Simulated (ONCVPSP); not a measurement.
**An ONCV potential for W, from input to tests**

Aim: build the potential from the settings below, then test how well it stands in for the atom: other configurations, scattering, ghost states and the plane-wave cutoff that it needs.

The numbers are computed with ONCVPSP 4.0.1 (PBE, non-relativistic, spin-unpolarised reference atom).

**1. Starting point**

The settings as typed:

| Property | Result |
| --- | --- |
| element | tungsten (W, Z = 74) |
| type | optimised norm-conserving Vanderbilt (ONCV) |
| frozen core | [Kr] 4d10 4f14 |
| valence charge | 14 |
| reference configuration | 5s2 5p6 5d5 6s1 |
| partial waves | 5s+6s: rc 2.15 bohr, ncon 5, nbas 9, qcut 6.5 1/bohr, 2 projectors; 5p: rc 1.70 bohr, ncon 3, nbas 7, qcut 6.6 1/bohr, 2 projectors, debl 3.5 Ha; 5d: rc 1.70 bohr, ncon 4, nbas 7, qcut 5.5 1/bohr, 2 projectors, debl 2.8 Ha |
| local potential | polynomial inside 1.15 bohr (lpopt 5, dvloc0 0 Ha) |
| core correction | polynomial model core, fcfact 0.25 |

The outer shells as boxes (Hund's rule for the drawing; the calculation is spin-unpolarised):

```
[Kr] core
4d [↑↓][↑↓][↑↓][↑↓][↑↓]
4f [↑↓][↑↓][↑↓][↑↓][↑↓][↑↓][↑↓]
5s [↑↓]
5p [↑↓][↑↓][↑↓]
5d [↑ ][↑ ][↑ ][↑ ][↑ ]
6s [↑ ]
```

**2. Generation**

W.dat reads:

```
# ATOM AND REFERENCE CONFIGURATION
# atsym  z   nc   nv     iexc    psfile
  W 74.00   10    4        4      upf
#
#   n    l    f
    1    0    2.00
    2    0    2.00
    2    1    6.00
    3    0    2.00
    3    1    6.00
    3    2   10.00
    4    0    2.00
    4    1    6.00
    4    2   10.00
    4    3   14.00
    5    0    2.00
    5    1    6.00
    5    2    5.00
    6    0    1.00
#
# PSEUDOPOTENTIAL AND OPTIMIZATION
# lmax
    2
#
#   l,   rc,      ep,       ncon, nbas, qcut
    0    2.15    0.00    5    9    6.50
    1    1.70    0.00    3    7    6.60
    2    1.70    0.00    4    7    5.50
#
# LOCAL POTENTIAL
# lloc, lpopt,  rc(5),   dvloc0
    4    5    1.15    0.00
#
# VANDERBILT-KLEINMAN-BYLANDER PROJECTORs
# l, nproj, debl
    0    2    1.70
    1    2    3.50
    2    2    2.80
#
# MODEL CORE CHARGE
# icmod, fcfact, rcfact
    1    0.25    0.00
#
# LOG DERIVATIVE ANALYSIS
# epsh1, epsh2, depsh
   -4.00    5.00    0.02
#
# OUTPUT GRID
# rlmax, drl
    6.00    0.01
#
# TEST CONFIGURATIONS
# ncnf
    4
# nvcnf
#   n    l    f
    4
    5    0    2.00
    5    1    6.00
    5    2    4.00
    6    0    2.00
#
    4
    5    0    2.00
    5    1    6.00
    5    2    4.00
    6    0    1.00
#
    4
    5    0    2.00
    5    1    6.00
    5    2    4.00
    6    0    0.00
#
    4
    5    0    2.00
    5    1    6.00
    5    2    3.00
    6    0    2.00
#
```

Command:

```sh
oncvpspnr.x < W.dat > W.out
```

Q: Predict the outcome of this session. Wanted: cutoffs for 1 and 0.1 mHa per electron, occupied waves; bound ghosts; GHOST(+) flags; largest test error; largest phase difference near zero energy, channels read; rms error of d²Exc/dn², without and with the model core.

**Answer**, as computed:

| quantity | value |
| --- | --- |
| cutoffs for 1 and 0.1 mHa per electron, occupied waves | 15 Ha and 21 Ha |
| bound ghosts | none found |
| GHOST(+) flags | s at 38 eV, p at 240 eV |
| largest test error (AE − PS) | -19 meV, for 5s2 5p6 5d3 6s2 |
| largest phase difference near zero energy, channels read | 0.001 rad |
| rms error of d²Exc/dn², without and with the model core | 4.61 and 1.09 mHa |

**Reading.** By total energies transferability is good: the largest error is 19 meV on 10.8 eV, for 5s2 5p6 5d3 6s2. By its cutoff, 15 Ha for the looser tolerance, it is soft on the atom at that tolerance. No bound ghost shows below the valence levels. Near zero energy the phases of the channels with partial waves agree within 0.001 rad. The program also flags highly localised states, GHOST(+) (s, p). Note that the frozen 4f shell (-39 eV) lies higher than the valence 5s shell (-62 eV). A non-relativistic atom is unphysical at this Z; the numbers test the scheme, not the element. These are tests on the free atom; a crystal test is still owed.
